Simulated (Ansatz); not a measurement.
This script drives Ansatz 0.2.0, Python API.

`b2brfh3p_bde.py`:
```python
"""X-H bond energies of B2BrFH3P without relaxation."""

import ansatz as az
from ase import Atoms


def energy(molecule, charge=0, unpaired=0):
    calc = (
        molecule.calculation()
        .basis(gaussian="cc-pVDZ")
        .functional("b3lyp")
    )
    if charge:
        calc = calc.charge(charge)
    if unpaired:
        calc = calc.spin("collinear", total=unpaired)
    return calc.run(threads=1).report["free_energy_ev"]

def without(molecule, index):
    rest = az.Crystal.molecule()
    for i, site in enumerate(molecule.cartesian_sites):
        if i != index:
            rest = rest.atom(site.symbol, site.position_ang)
    return rest

atoms = Atoms(["F", "B", "Br", "B", "P", "H", "H", "H"], positions=[
    (1.6783, -1.5064, 0.6337),
    (0.4941, -0.7336, 1.1418),
    (-0.1927, -1.0991, 2.9801),
    (-0.1857, 0.4204, 0.2052),
    (0.3687, 0.766, -1.597),
    (-1.1863, 1.0182, 0.6388),
    (-0.1096, -0.4788, -2.1087),
    (-0.7745, 1.5561, -1.9497),
])
geometry = az.Crystal.molecule_from_ase(atoms)

whole = energy(geometry, 0)
hydrogen = energy(az.Crystal.molecule().atom("H", (0, 0, 0)), 0, 1)
print(f"E(molecule) = {whole:.5f} eV, E(H) = {hydrogen:.5f} eV")
for index in [5, 7]:
    radical = energy(without(geometry, index), 0, 1)
    print(f"H{index}: homolysis {23.060548 * (radical + hydrogen - whole):.1f} kcal/mol")
```

It is started by `python b2brfh3p_bde.py`. How long does it take on 1 thread of Arm Neoverse V2, on a shared host, and how much memory does it need?

It took about 21 s, with a peak of 0.39 GiB, for 4 runs of the engine.

```console
$ python b2brfh3p_bde.py
E(molecule) = -83455.14057 eV, E(H) = -13.63992 eV
H5: homolysis 100.2 kcal/mol
H7: homolysis 83.7 kcal/mol
```

Notes:
- Total energies depend on the basis set; only differences at equal settings carry meaning.
- The geometry is a force-field or estimated start, not a minimum of this method, and the basis set is short of its limit. All parts are taken at fixed geometry, without zero-point energy.
- b3lyp holds the VWN-RPA fit, as in Gaussian; the form of ORCA and Turbomole is b3lyp5.
- The spin-orbit lowering of heavy atoms is left out.
